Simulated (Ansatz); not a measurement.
# SrCu2Sb2: the cost of one run

Computed with Ansatz 0.2.0 (DFT PBEsol, scalar-relativistic, plane waves, PAW, unless a step's input says otherwise).

### Step 1. Starting point

The structure is tetragonal, space group P4/nmm (No. 129). Conventional cell: a = 4.566 Å, b = 4.566 Å, c = 10.759 Å, α = 90.00°, β = 90.00°, γ = 90.00°. Sr (site symmetry 4mm) is surrounded by 8 Cu at 3.42 to 3.52 Å and 9 Sb at 3.43 to 3.93 Å. Cu (site symmetry 4mm) is surrounded by 5 Sb at 2.57 to 2.69 Å. Around Cu (site symmetry -4m2) lie 4 Sb at 2.67 Å. Around Sb (site symmetry 4mm) lie 5 Cu at 2.57 to 2.67 Å. Around Sb (site symmetry -4m2) lie 4 Cu at 2.69 Å.

As a file:

```
CELL_PARAMETERS angstrom
4.56626 0.00000 0.00000
0.00000 4.56626 0.00000
0.00000 0.00000 10.75939
ATOMIC_POSITIONS crystal
Sr 0.50000 0.00000 0.23661
Sr 0.00000 0.50000 0.76339
Cu 0.50000 0.00000 0.63291
Cu 0.00000 0.00000 0.00000
Cu 0.00000 0.50000 0.36709
Cu 0.50000 0.50000 0.00000
Sb 0.00000 0.50000 0.12853
Sb 0.50000 0.50000 0.50000
Sb 0.00000 0.00000 0.50000
Sb 0.50000 0.00000 0.87147
```

The structure comes from the Materials Project (structure only).

(A quick probe on a coarse mesh, which set the mesh and smearing, is not shown.)

### Step 3. The relaxation

File input.yaml:

```yaml
crystal:
  lattice:
    - [4.56626323, 0.0, 0.0]
    - [0.0, 4.56626323, 0.0]
    - [0.0, 0.0, 10.75939482]
  atoms:
    - { symbol: Sr, position: [0.5, 0.0, 0.23660942] }
    - { symbol: Sr, position: [0.0, 0.5, 0.76339058] }
    - { symbol: Cu, position: [0.5, 0.0, 0.63291326] }
    - { symbol: Cu, position: [0.0, 0.0, 0.0] }
    - { symbol: Cu, position: [0.0, 0.5, 0.36708674] }
    - { symbol: Cu, position: [0.5, 0.5, 0.0] }
    - { symbol: Sb, position: [0.0, 0.5, 0.1285345] }
    - { symbol: Sb, position: [0.5, 0.5, 0.5] }
    - { symbol: Sb, position: [0.0, 0.0, 0.5] }
    - { symbol: Sb, position: [0.5, 0.0, 0.8714655] }
basis:
  ecutwfc: 420
kpoints:
  mp_grid: { grid: [8, 8, 4] }
hamiltonian:
  xc: pbesol
scf:
  occupations: { method: gaussian, width: 0.1 }
output:
  forces: true
  stress: true
  eigenvalues: true
relax:
  adjacent_minimum: "off"
  f_tol: 0.005
  max_steps: 80
  cell: { stress_tol: 0.05 }
```

Command:

```console
ansatz run input.yaml --threads 4 --pin off --max-ram 10240MiB --backend cpu --events-out ev --progress --plain --runs-dir out
```

**Question.** How long does this run take on 4 threads of Intel Xeon at 2.50GHz (Skylake/Cascade Lake), shared host, and how much memory does it need?

About 4 min, with a peak of 1.2 GiB.
